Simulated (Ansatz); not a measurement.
# CH5GeS (SMILES [CH3][GeH][SH]) at UB2PLYP/cc-pVDZ

Aim: the electronic atomisation energy of CH5GeS at UB2PLYP/cc-pVDZ, from 5 runs. 

Program for the calculation: Ansatz 0.2.0.

30 further runs of the same task are left out: 1 that didn't finish, 29 set aside as unsound or not needed. Runs told in other sessions of the task aren't counted.

## Step 1: The structure to begin with

The species is CH5GeS (8 atoms), meant as a doublet with charge 0. SMILES: `[CH3][GeH][SH]`. Geometry: relaxed at PBE0-D4/def2-TZVP. This is one conformer, not always the lowest.

Bond lengths: C1–Ge2 1.967 Å, Ge2–S3 2.230 Å, C1–H4 1.092 Å, C1–H5 1.090 Å, C1–H6 1.091 Å, Ge2–H7 1.552 Å, S3–H8 1.343 Å. Angles: C1–Ge2–S3 110.3°, C1–Ge2–H7 111.2°, S3–Ge2–H7 103.3°, Ge2–C1–H4 108.9°, Ge2–C1–H5 110.3°, Ge2–C1–H6 109.7°, Ge2–S3–H8 94.5°, H4–C1–H5 109.3°, H4–C1–H6 109.5°, H5–C1–H6 109.1°.

## Step 2: A single-point energy at UB2PLYP/cc-pVDZ

job.yaml reads:

```yaml
crystal:
  periodic: [false, false, false]
  atoms:
    - symbol: C
      position_ang: [-0.733300, 0.635200, -0.565800]
    - symbol: Ge
      position_ang: [0.934600, -0.393300, -0.399900]
    - symbol: S
      position_ang: [1.033800, -1.391600, 1.591200]
    - symbol: H
      position_ang: [-0.786300, 1.357800, 0.251000]
    - symbol: H
      position_ang: [-1.594800, -0.030400, -0.515000]
    - symbol: H
      position_ang: [-0.745800, 1.162700, -1.520400]
    - symbol: H
      position_ang: [2.173100, 0.541200, -0.392200]
    - symbol: H
      position_ang: [-0.189100, -1.938700, 1.495000]
basis:
  gaussian:
    orbitals: cc-pVDZ
accuracy: high
hamiltonian:
  xc: {name: B2PLYP}
output: {orbitals: {seedname: orbitals}}
correlation:
  frozen_orbitals: {C: 1, Ge: 9, H: 0, S: 5}
magnetization:
  spin_polarized: true
  initial_magnetization: 1
```

On the command line:

```sh
$ ansatz run job.yaml --threads 1 --pin off --max-ram 2610MiB --events-out events.jsonl --progress --plain --runs-dir runs
```

Standard output:

```text
Warning: RAYON_NUM_THREADS=1 ignored (pool sized by the plan → 1); use --threads N
Functional definition: B2PLYP
  name "B2PLYP"
  parameter a = 0.53
  parameter c = 0.27
  exchange = (1 - a)*b88_x + a*exact_x
  correlation = (1 - c)*lyp_c + c*(mp2_os + mp2_ss)
1953 factors; integrals over basis functions are off by at most 4.5e-9 eV
mean field evaluation 1: about -68448.2824 eV, gradient 2.3e1 eV
mean field evaluation 2: about -68448.3113 eV, gradient 2.3e1 eV
mean field evaluation 4: about -68451.1220 eV, gradient 1.4e0 eV
mean field evaluation 8: about -68451.1456 eV, gradient 8.1e-2 eV
mean field evaluation 16: about -68451.1458 eV, gradient 8.4e-5 eV
mean field -68451.14578365 eV, -2515.5332096961 hartree, gradient 4.2e-8 eV, S^2 0.753480; 0 other end points of the search recorded, 0 dependent functions left out
15 core orbitals not correlated: weight in the atoms' cores, before any rotation towards them, 1.000 or more for the frozen orbitals, at most 0.000 for the correlated occupied ones
reference -68451.14580854 eV, -2515.5332106109 hartree; 15, 14 occupied and 54, 55 virtual orbitals, 1953 factors
second order -12.92068943 eV of doubles, -0.00000000 eV of singles
Total energy: -68454.63439469 eV, -2515.6614137871 hartree
```

It took 21 s on 1 thread of Arm Neoverse V1, shared host; peak memory 0.45 GiB.

## Step 3: The C atom at the same level

molecule.yaml reads:

```yaml
crystal:
  periodic: [false, false, false]
  atoms:
    - {symbol: C, position_ang: [0.000000, 0.000000, 0.000000]}
basis:
  gaussian: {orbitals: cc-pVDZ}
accuracy: high
correlation: {frozen_orbitals: {C: 1}}
hamiltonian: {xc: {name: B2PLYP}}
total_charge: 0
magnetization: {spin_polarized: true, initial_magnetization: 2}
```

On the command line:

```sh
$ ansatz run molecule.yaml --threads 1 --pin off --max-ram 2610MiB --events-out events.jsonl --progress --plain --runs-dir runs
```

Standard output, shortened:

```text
Warning: RAYON_NUM_THREADS=1 ignored (pool sized by the plan → 1); use --threads N
[... 2 set-up lines as earlier in the session ...]
[...]
96 factors; integrals over basis functions are off by at most 1.3e-9 eV
[...]
mean field -1028.55018713 eV, -37.7985222006 hartree, gradient 1.3e-8 eV, S^2 2.003699; 0 other end points of the search recorded, 0 dependent functions left out
1 core orbitals not correlated: weight in the atoms' cores, before any rotation towards them, 1.000 or more for the frozen orbitals, at most 0.000 for the correlated occupied ones
reference -1028.55020045 eV, -37.7985226900 hartree; 3, 1 occupied and 10, 12 virtual orbitals, 96 factors
second order -1.75745877 eV of doubles, -0.00000000 eV of singles
Total energy: -1029.02471432 eV, -37.8159607531 hartree
```

Run time: 0.32 s. Hardware: 1 thread of Arm Neoverse V1, shared host.

## Step 4: The Ge atom, same level

molecule.yaml reads:

```yaml
crystal:
  periodic: [false, false, false]
  atoms:
    - {symbol: Ge, position_ang: [0.000000, 0.000000, 0.000000]}
basis:
  gaussian: {orbitals: cc-pVDZ}
magnetization: {spin_polarized: true, initial_magnetization: 2}
hamiltonian: {xc: {name: B2PLYP}}
correlation: {frozen_orbitals: {Ge: 9}}
accuracy: high
```

On the command line:

```sh
$ ansatz run molecule.yaml --threads 1 --pin off --max-ram 2610MiB --events-out events.jsonl --progress --plain --runs-dir runs
```

Standard output, shortened:

```text
Warning: RAYON_NUM_THREADS=1 ignored (pool sized by the plan → 1); use --threads N
[... 6 set-up lines as earlier in the session ...]
260 factors; integrals over basis functions are off by at most 4.5e-9 eV
mean field evaluation 1: about -56503.3758 eV, gradient 2.2e0 eV
mean field evaluation 2: about -56503.3782 eV, gradient 2.2e0 eV
mean field evaluation 4: about -56503.4392 eV, gradient 3.9e-2 eV
mean field evaluation 8: about -56503.4392 eV, gradient 7.8e-4 eV
mean field -56503.43919998 eV, -2076.4630911928 hartree, gradient 4.1e-8 eV, S^2 2.003937; 0 other end points of the search recorded, 0 dependent functions left out
9 core orbitals not correlated: weight in the atoms' cores, before any rotation towards them, 1.000 or more for the frozen orbitals, at most 0.000 for the correlated occupied ones
reference -56503.43921361 eV, -2076.4630916934 hartree; 8, 6 occupied and 10, 12 virtual orbitals, 260 factors
second order -1.93925052 eV of doubles, -0.00000000 eV of singles
Total energy: -56503.96281125 eV, -2076.4823335518 hartree
```

Run time: 1.4 s. Hardware: 1 thread of Arm Neoverse V1, shared host; peak memory 0.094 GiB.

## Step 5: The H atom

run.yaml reads:

```yaml
crystal:
  periodic: [false, false, false]
  atoms:
    - symbol: H
      position_ang: [0.000000, 0.000000, 0.000000]
basis:
  gaussian: {orbitals: cc-pVDZ}
magnetization: {spin_polarized: true, initial_magnetization: 1}
hamiltonian: {xc: {name: B2PLYP}}
correlation: {frozen_orbitals: {H: 0}}
accuracy: high
```

On the command line:

```sh
$ ansatz run run.yaml --threads 1 --pin off --max-ram 2610MiB --events-out events.jsonl --progress --plain --runs-dir runs
```

Standard output, shortened:

```text
Warning: RAYON_NUM_THREADS=1 ignored (pool sized by the plan → 1); use --threads N
[... 6 set-up lines as earlier in the session ...]
15 factors; integrals over basis functions are off by at most 4.6e-8 eV
mean field evaluation 1: about -13.5392 eV, gradient 8.8e-1 eV
mean field evaluation 2: about -13.5391 eV, gradient 8.8e-1 eV
mean field evaluation 4: about -13.5492 eV, gradient 3.2e-5 eV
mean field evaluation 8: about -13.5492 eV, gradient 1.7e-10 eV
mean field -13.54923042 eV, -0.4979250339 hartree, gradient 2.8e-10 eV, S^2 0.750000; 0 other end points of the search recorded, 0 dependent functions left out
reference -13.54924264 eV, -0.4979254829 hartree; 1, 0 occupied and 4, 5 virtual orbitals, 15 factors
second order 0.00000000 eV of doubles, -0.00000000 eV of singles
Total energy: -13.54924264 eV, -0.4979254829 hartree
```

It took 0.12 s on 1 thread of Arm Neoverse V1, shared host.

## Step 6: The S atom

run.yaml reads:

```yaml
basis:
  gaussian: {orbitals: cc-pVDZ}
crystal:
  periodic: [false, false, false]
  atoms:
    - {symbol: S, position_ang: [0.000000, 0.000000, 0.000000]}
magnetization: {spin_polarized: true, initial_magnetization: 2}
hamiltonian: {xc: {name: B2PLYP}}
correlation: {frozen_orbitals: {S: 5}}
accuracy: high
```

Run the same way, it converges to -397.97404 Eh (log not shown).

## Step 7: What came out

Level: UB2PLYP/cc-pVDZ, 15 core orbitals frozen.

| quantity | value |
| --- | --- |
| molecule: total energy | -2515.66141 Eh |
| molecule: HOMO energy (SCF part's orbitals) (highest over α and β) | -6.59 eV |
| molecule: LUMO energy (SCF part's orbitals) (lowest over α and β) | -1.34 eV |
| molecule: ⟨S²⟩ | 0.753 |
| C atom: total energy | -37.81596 Eh |
| C atom: ⟨S²⟩ | 2.004 |
| Ge atom: total energy | -2076.48233 Eh |
| Ge atom: ⟨S²⟩ | 2.004 |
| H atom: total energy | -0.49793 Eh |
| H atom: ⟨S²⟩ | 0.750 |
| S atom: total energy | -397.97404 Eh |
| S atom: ⟨S²⟩ | 2.004 |
| electronic atomisation energy | 24.475 eV |

In words: Taking the molecule apart into free atoms costs 24.48 eV (2362 kJ/mol), before zero-point energy and without spin-orbit coupling.
